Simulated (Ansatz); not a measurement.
# CH₇BGeO₂: how energies converge with the basis set

How large a basis does CH₇BGeO₂ need? Two functionals are run in growing sets.

Program: Ansatz 0.2.0, Gaussian basis. Level of theory: one geometry, several basis sets. These are calculated values, not measurements.

The runs, in order: PBE0-D4/def2-SVP; ωB97M-V/def2-SVP; PBE0-D4/def2-QZVPP; ωB97M-V/def2-QZVPP; the functionals' def2-TZVPP values are taken from earlier runs.

### Step 1. Structure used throughout

An earlier PBE0-D4 in a triple-zeta def2 set relaxation fixed the geometry.

SMILES `[CH3][GeH2][B](O)O`, 12 atoms, charge 0, spin multiplicity 1.

Atoms are counted from 1 here; the program's logs count them from 0.

Bond lengths: C1–Ge2 1.964 Å, C1–H6 1.090 Å, C1–H7 1.091 Å, C1–H8 1.091 Å, Ge2–B3 2.093 Å, Ge2–H9 1.547 Å, Ge2–H10 1.546 Å, B3–O4 1.360 Å, B3–O5 1.360 Å, O4–H11 0.958 Å, O5–H12 0.958 Å. Angles: Ge2–C1–H6 110.3°, Ge2–C1–H7 110.3°, Ge2–C1–H8 110.4°, H6–C1–H7 108.7°, H6–C1–H8 108.7°, H7–C1–H8 108.4°, C1–Ge2–B3 112.0°, C1–Ge2–H9 108.2°, C1–Ge2–H10 108.2°, B3–Ge2–H9 110.5°, B3–Ge2–H10 110.8°, H9–Ge2–H10 106.9°, Ge2–B3–O4 122.4°, Ge2–B3–O5 122.6°, O4–B3–O5 115.0°, B3–O4–H11 113.6°, B3–O5–H12 113.7°.

### Step 2. PBE0-D4 in def2-SVP

Contents of in.yaml:

```yaml
crystal:
  periodic: [false, false, false]
  atoms:
    - {symbol: C, position_ang: [-1.224419, 1.398286, -0.134736]}
    - {symbol: Ge, position_ang: [0.359761, 0.506917, 0.608897]}
    - {symbol: B, position_ang: [0.696994, -1.360199, -0.273633]}
    - {symbol: O, position_ang: [0.199755, -2.513220, 0.248026]}
    - {symbol: O, position_ang: [1.406000, -1.509823, -1.424307]}
    - {symbol: H, position_ang: [-1.375571, 2.365416, 0.345342]}
    - {symbol: H, position_ang: [-2.113340, 0.786450, 0.024121]}
    - {symbol: H, position_ang: [-1.102610, 1.556311, -1.207171]}
    - {symbol: H, position_ang: [0.158649, 0.356861, 2.134982]}
    - {symbol: H, position_ang: [1.577240, 1.437891, 0.404327]}
    - {symbol: H, position_ang: [-0.275167, -2.389077, 1.070524]}
    - {symbol: H, position_ang: [1.769709, -0.690912, -1.762474]}
basis:
  gaussian: {orbitals: def2-SVP}
hamiltonian: {xc: pbe0, dispersion: d4}
output: {orbitals: {seedname: orbitals}}
```

After this run come: ωB97M-V in def2-SVP; PBE0-D4 in def2-QZVPP; ωB97M-V in def2-QZVPP.

Before running them: what should the planned runs give, taken together? Wanted: PBE0-D4: double and triple zeta above quadruple; ωB97M-V: double and triple zeta above quadruple.

**Answer**, as computed:

| quantity | value |
| --- | --- |
| PBE0-D4: double and triple zeta above quadruple | 15.68, 1.56 eV |
| ωB97M-V: double and triple zeta above quadruple | 15.85, 1.52 eV |

What this shows: PBE0-D4 gains 14.12 eV from double to triple zeta, then 1.56 eV more. These are total energies; as a rule much of such shifts cancels in differences, which this series doesn't test. The LUMO of ωB97M-V is positive and keeps falling with the basis (1.97 to 1.13 eV): an unbound level that the basis holds in place.
